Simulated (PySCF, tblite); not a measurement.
# C2H6GeO3, a small molecule taken as a stand-in for a surface group (oxygen-backed Ge): NMR shifts, core binding energies and electronic excitations

Aim: the NMR shifts, core binding energies and electronic excitations of `C=[CH][Ge]([OH])([OH])[OH]`.

Computed with tblite 0.8.0 and PySCF 2.14.0; each step states its level. No surroundings beyond the atoms listed, unless a continuum is named. Atoms count from 0, parts from 1.

### 1 The system as given

12 atoms, charge 0, multiplicity 1; geometry: distance geometry start.

### 2 Relaxing the cluster with GFN2-xTB

The job: settings as JSON, then the geometry in Å.

```
{"job": {"kind": "relax", "xc": "GFN2-xTB", "basis": "xTB"}, "charge": 0, "multiplicity": 1}
O     -1.282766     2.757667    -1.250197
Ge     0.411432     2.118159    -0.806773
O      1.510275     2.180961    -2.324667
O      1.143439     3.215768     0.519980
C      0.280408     0.310987    -0.181181
C      0.709499     0.068761     1.209558
H     -2.008067     2.857934    -0.597896
H      2.468242     1.984087    -2.330437
H      2.101458     3.248519     0.748172
H      0.569573    -0.436982    -0.847659
H      0.222983     0.667085     1.929228
H      1.736632    -0.076660     1.372450
```

With the program's defaults for keys left out, this is: GFN2-xTB geometry optimisation, gas phase.

Command:

```console
$ OMP_NUM_THREADS=1 python cluster_run.py task.json out
```

The driver reads the jobs from task.json and runs them one after another.

Standard output:

```text
step      E/eV     max force
  0    -582.14438    5.106
  1    -582.71117    2.129
  2    -582.93963    1.963
  3    -583.48091    1.685
  4    -583.70709    2.273
  5    -583.96406    1.519
  6    -584.17455    1.353
  7    -584.29528    1.370
  8    -584.46492    1.316
  9    -584.54489    0.835
 10    -584.58709    0.633
 11    -584.62105    0.665
 12    -584.64772    0.489
 13    -584.67446    0.430
 14    -584.69377    0.454
 15    -584.71697    0.441
 16    -584.73482    0.374
 17    -584.74814    0.310
 18    -584.75782    0.371
 19    -584.77038    0.351
 20    -584.78500    0.377
 21    -584.80085    0.450
 22    -584.81691    0.477
 23    -584.83028    0.338
 24    -584.83900    0.222
 25    -584.84271    0.345
 26    -584.84696    0.294
 27    -584.85159    0.216
 28    -584.85787    0.157
 29    -584.85916    0.130
 30    -584.86150    0.140
 31    -584.86352    0.129
 32    -584.86486    0.085
 33    -584.86565    0.097
 34    -584.86651    0.094
 35    -584.86773    0.114
 36    -584.86931    0.127
 37    -584.87063    0.107
 38    -584.87140    0.065
 39    -584.87186    0.066
 40    -584.87235    0.060
 41    -584.87304    0.065
 42    -584.87370    0.074
 43    -584.87432    0.069
 44    -584.87506    0.085
 45    -584.87595    0.096
 46    -584.87684    0.083
 47    -584.87754    0.073
 48    -584.87819    0.068
 49    -584.87902    0.109
 50    -584.88073    0.146
 51    -584.88231    0.180
 52    -584.88363    0.109
 53    -584.88455    0.110
 54    -584.88533    0.091
 55    -584.88598    0.064
 56    -584.88732    0.105
 57    -584.88886    0.139
 58    -584.89026    0.107
 59    -584.89127    0.124
 60    -584.89149    0.338
 61    -584.89339    0.125
 62    -584.89518    0.090
 63    -584.90047    0.103
 64    -584.90178    0.329
 65    -584.90364    0.182
 66    -584.90544    0.163
 67    -584.90780    0.160
 68    -584.90870    0.377
 69    -584.91267    0.209
 70    -584.91947    0.330
 71    -584.92756    0.687
 72    -584.90562    1.376
 73    -584.93577    0.203
 74    -584.93764    0.265
 75    -584.93960    0.333
 76    -584.94314    0.153
 77    -584.94638    0.286
 78    -584.95250    0.199
 79    -584.95527    0.168
 80    -584.95679    0.080
 81    -584.95733    0.175
 82    -584.95415    0.571
 83    -584.95863    0.089
 84    -584.95927    0.082
 85    -584.95981    0.482
 86    -584.96252    0.083
 87    -584.96341    0.065
 88    -584.96457    0.257
 89    -584.96566    0.066
 90    -584.96640    0.107
 91    -584.96951    0.090
 92    -584.97189    0.196
 93    -584.97488    0.235
 94    -584.97770    0.112
 95    -584.97855    0.231
 96    -584.97943    0.110
 97    -584.98007    0.083
 98    -584.98079    0.078
 99    -584.98149    0.076
100    -584.98202    0.062
101    -584.98262    0.090
102    -584.98323    0.079
103    -584.98384    0.066
104    -584.98418    0.050
105    -584.98439    0.070
106    -584.98460    0.067
107    -584.98489    0.094
108    -584.98541    0.100
109    -584.98619    0.088
110    -584.98735    0.119
111    -584.98941    0.087
112    -584.95424    1.583
113    -584.99079    0.141
114    -584.99153    0.080
115    -584.99298    0.106
116    -584.99344    0.329
117    -584.99457    0.085
118    -584.99505    0.054
119    -584.99558    0.085
120    -584.99581    0.048
121    -584.99616    0.038
122    -584.99643    0.044
123    -584.99673    0.053
124    -584.99708    0.052
125    -584.99747    0.105
126    -584.99795    0.058
127    -584.99852    0.070
128    -584.99916    0.059
129    -584.99957    0.041
130    -584.99996    0.046
131    -585.00022    0.046
132    -585.00048    0.055
133    -585.00051    0.127
134    -585.00108    0.126
135    -585.00147    0.116
136    -585.00267    0.072
137    -585.00333    0.083
138    -585.00405    0.091
139    -585.00471    0.109
140    -585.00527    0.054
141    -585.00550    0.041
142    -585.00563    0.027
143    -585.00569    0.019
144    -585.00574    0.019
145    -585.00578    0.018
146    -585.00583    0.014
147    -585.00585    0.012
148    -585.00587    0.014
149    -585.00588    0.014
150    -585.00589    0.013
151    -585.00590    0.011
152    -585.00590    0.009
153    -585.00591    0.008
```

Run time: 1.2 s. Hardware: 1 thread of AMD EPYC 9R45, shared host.

Step by step:

```csv
step,energy from step 0 (eV),largest force (eV/Å)
0,0.0000,5.1059
6,-2.0302,1.3531
12,-2.5033,0.4890
18,-2.6134,0.3715
24,-2.6946,0.2211
30,-2.7171,0.1398
36,-2.7249,0.1270
42,-2.7293,0.0744
48,-2.7338,0.0680
54,-2.7409,0.0910
60,-2.7471,0.3376
66,-2.7611,0.1631
72,-2.7612,1.3762
78,-2.8081,0.1992
84,-2.8149,0.0819
90,-2.8220,0.1072
96,-2.8351,0.1097
102,-2.8389,0.0791
108,-2.8410,0.1004
114,-2.8472,0.0795
120,-2.8514,0.0482
126,-2.8536,0.0588
132,-2.8561,0.0548
138,-2.8597,0.0918
144,-2.8614,0.0190
150,-2.8615,0.0133
153,-2.8615,0.0075
```

Close pairs (by a distance rule), those that changed most:

```csv
bond,before (Å),after (Å),change (Å)
C4–C5,1.475,1.319,-0.156
Ge1–O2,1.875,1.745,-0.130
Ge1–O3,1.871,1.750,-0.121
O0–Ge1,1.864,1.749,-0.116
Ge1–C4,1.917,1.968,+0.051
C4–H9,1.043,1.080,+0.037
O3–H8,0.985,0.954,-0.031
C5–H11,1.050,1.080,+0.030
```

### 3 Geometry optimisation at PBE0-D3(BJ)/def2-SVP

The job: settings as JSON, then the geometry in Å.

```
{"job": {"xc": "PBE0", "basis": "def2-SVP", "d3": "d3bj", "grid": 2, "kind": "geom", "shake": 0.01}, "charge": 0, "multiplicity": 1}
O     -1.543315     0.881376    -1.290496
Ge    -0.044369     0.549140    -0.517110
O      1.151093     0.799547    -1.756026
O      0.223292     1.777155     0.714483
C      0.031729    -1.275681     0.213753
C      0.156076    -1.534781     1.507225
H     -2.243905     1.202731    -0.706261
H      0.835938     0.871581    -2.638317
H      1.088622     2.080872     0.836963
H     -0.043305    -2.069968    -0.489087
H      0.226125    -0.757824     2.253992
H      0.200509    -2.551733     1.887882
```

Standard output:

```text
step   0  E = -2381.46113020  max force = 0.044709
step   1  E = -2381.46761755  max force = 0.015174
step   2  E = -2381.46846901  max force = 0.004367
step   3  E = -2381.46877373  max force = 0.004368
step   4  E = -2381.46904386  max force = 0.003405
step   5  E = -2381.46945263  max force = 0.004499
step   6  E = -2381.46957613  max force = 0.002009
step   7  E = -2381.46965343  max force = 0.000633
step   8  E = -2381.46968713  max force = 0.000536
step   9  E = -2381.46969933  max force = 0.000492
step  10  E = -2381.46972661  max force = 0.000485
step  11  E = -2381.46974857  max force = 0.000490
step  12  E = -2381.46977822  max force = 0.000663
step  13  E = -2381.46980211  max force = 0.000394
step  14  E = -2381.46981533  max force = 0.000268
optimisation converged
```

Wall time 85 s (1 thread of AMD EPYC 9R45, shared host); peak memory 0.74 GiB.

Step by step:

```csv
step,energy from step 0 (eV),largest force component (eV/Å)
0,0.0000,2.2990
1,-0.1765,0.7803
2,-0.1997,0.2246
3,-0.2080,0.2246
4,-0.2153,0.1751
5,-0.2265,0.2313
6,-0.2298,0.1033
7,-0.2319,0.0326
8,-0.2328,0.0276
9,-0.2332,0.0253
10,-0.2339,0.0249
11,-0.2345,0.0252
12,-0.2353,0.0341
13,-0.2360,0.0203
14,-0.2363,0.0138
```

Distances of close pairs at the start and the end, largest changes first:

```csv
bond,before (Å),after (Å),change (Å)
O0–Ge1,1.719,1.773,+0.054
Ge1–C4,1.967,1.914,-0.053
O3–H8,0.925,0.964,+0.038
C4–H9,1.063,1.095,+0.032
Ge1–O2,1.740,1.768,+0.028
O2–H7,0.940,0.964,+0.025
C5–H10,1.080,1.095,+0.015
Ge1–O3,1.760,1.775,+0.015
```

The end geometry stands in the next job.

```csv
at the end point,value
point group (found at 0.08 Å tolerance),C1
"rotational constants (GHz, main isotopes)","3.533, 1.968, 1.930"
dipole moment (D),0.74
```

### 4 Shielding tensors: PBE0/pcSseg-1

The job: settings as JSON, then the geometry in Å.

```
{"job": {"kind": "nmr", "xc": "PBE0", "basis": "pcSseg-1"}, "charge": 0, "multiplicity": 1}
O     -1.676004     0.686141    -1.293605
Ge    -0.127415     0.408169    -0.476622
O      1.101696     0.674424    -1.718588
O      0.052623     1.636702     0.791191
C      0.031704    -1.313336     0.345258
C      0.356174    -1.416255     1.636885
H     -2.236286     1.286041    -0.788581
H      0.710451     1.080989    -2.500682
H      0.717849     2.290540     0.548951
H     -0.150188    -2.210009    -0.256993
H      0.536423    -0.525707     2.248133
H      0.451695    -2.388795     2.132201
```

Level: GIAO PBE0/pcSseg-1 NMR shielding, non-relativistic, gas phase.

Standard output:

```text
coarse grid: 48152 points
cycle   1  E = -2381.4115294715  dE =  3.071e-02  |g| = 1.489e+00  |ddm| = 3.348e+00
cycle   2  E = -2381.0387947603  dE =  3.727e-01  |g| = 2.083e+00  |ddm| = 2.043e+00
cycle   3  E = -2381.7049009715  dE = -6.661e-01  |g| = 1.641e-01  |ddm| = 1.385e+00
cycle   4  E = -2381.7091959964  dE = -4.295e-03  |g| = 7.938e-02  |ddm| = 1.659e-01
cycle   5  E = -2381.7104966404  dE = -1.301e-03  |g| = 2.182e-02  |ddm| = 6.520e-02
cycle   6  E = -2381.7106081861  dE = -1.115e-04  |g| = 6.000e-03  |ddm| = 1.804e-02
cycle   7  E = -2381.7106170494  dE = -8.863e-06  |g| = 1.087e-03  |ddm| = 5.371e-03
final grid: 101312 points
cycle   8  E = -2381.7106561461  dE =  1.140e-07  |g| = 1.421e-03  |ddm| = 2.227e-03
cycle   9  E = -2381.7106555666  dE =  5.795e-07  |g| = 2.235e-03  |ddm| = 2.594e-03
cycle  10  E = -2381.7106565312  dE = -9.645e-07  |g| = 2.251e-04  |ddm| = 1.529e-03
cycle  11  E = -2381.7106565409  dE = -9.753e-09  |g| = 3.421e-05  |ddm| = 1.832e-04
cycle  12  E = -2381.7106565411  dE = -1.969e-10  |g| = 8.864e-06  |ddm| = 2.902e-05
converged SCF energy = -2381.7106565411

GIAO shielding tensors (ppm)
atom      isotropic    diamagn.    paramagn.     s11        s22        s33       span
  0 O      281.881     394.385    -112.504    248.934    281.404    315.303     66.368
  1 Ge    1304.891    2756.799   -1451.908   1267.447   1307.539   1339.687     72.240
  2 O      282.407     392.757    -110.350    247.460    283.635    316.126     68.665
  3 O      291.742     394.946    -103.204    248.116    308.454    318.657     70.541
  4 C       48.524     261.954    -213.430    -63.813     46.547    162.836    226.648
  5 C       36.272     254.430    -218.158    -93.019     35.845    165.990    259.009
  6 H       30.128      31.880      -1.751     21.407     25.116     43.861     22.455
  7 H       30.117      30.892      -0.775     21.547     25.125     43.678     22.132
  8 H       30.449      31.986      -1.536     21.793     25.105     44.451     22.658
  9 H       25.058      30.908      -5.850     23.449     24.012     27.712      4.263
 10 H       24.571      31.036      -6.464     20.686     22.417     30.612      9.927
 11 H       24.711      28.022      -3.311     21.657     24.049     28.427      6.770
```

Wall time 9.9 s (1 thread of AMD EPYC 9R45, shared host); peak memory 0.84 GiB.

Shifts follow as δ = σ(reference) − σ, with reference shieldings (ppm) from runs at the same level and on the same kind of geometry: ¹H TMS 31.27, ¹³C TMS 184.4, ¹⁷O H2O 334.6, ⁷³Ge GeMe4 1330. The references are single molecules in the gas phase, so shifts against H2O, NH3, PH3, H3PO4 or CFCl3 are not on the usual liquid scales and can be off by tens of ppm.

```csv
atoms,environment,σ (ppm),δ (ppm)
C5,"carbon bonded to C, 2 H",36.3,148.1
C4,"carbon bonded to C, Ge, H",48.5,135.9
H10,hydrogen on a carbon bonded to C,24.57,6.70
H11,hydrogen on a carbon bonded to C,24.71,6.56
H9,"hydrogen on a carbon bonded to C, Ge",25.06,6.21
H7,hydrogen on an oxygen bonded to Ge,30.12,1.15
H6,hydrogen on an oxygen bonded to Ge,30.13,1.14
H8,hydrogen on an oxygen bonded to Ge,30.45,0.82
O0,"oxygen bonded to Ge, H",281.9,52.7
O2,"oxygen bonded to Ge, H",282.4,52.2
O3,"oxygen bonded to Ge, H",291.7,42.8
Ge1,"germanium bonded to C, 3 O",1305,25
```

The run also stored atomic charges by several schemes (e):

```csv
atoms,Mulliken,IAO,Hirshfeld,ESP fit
O0,-0.64,-0.77,-0.34,-0.76
Ge1,1.45,1.44,0.58,1.10
O2,-0.64,-0.77,-0.34,-0.74
O3,-0.65,-0.78,-0.33,-0.75
C4,-0.53,-0.43,-0.13,-0.30
C5,-0.13,-0.25,-0.07,-0.32
```

Mayer bond orders: O0–Ge1 0.89, Ge1–O2 0.90, Ge1–O3 0.87, Ge1–C4 0.88, C4–C5 1.94.

(Part 1 of 2 ends here.)
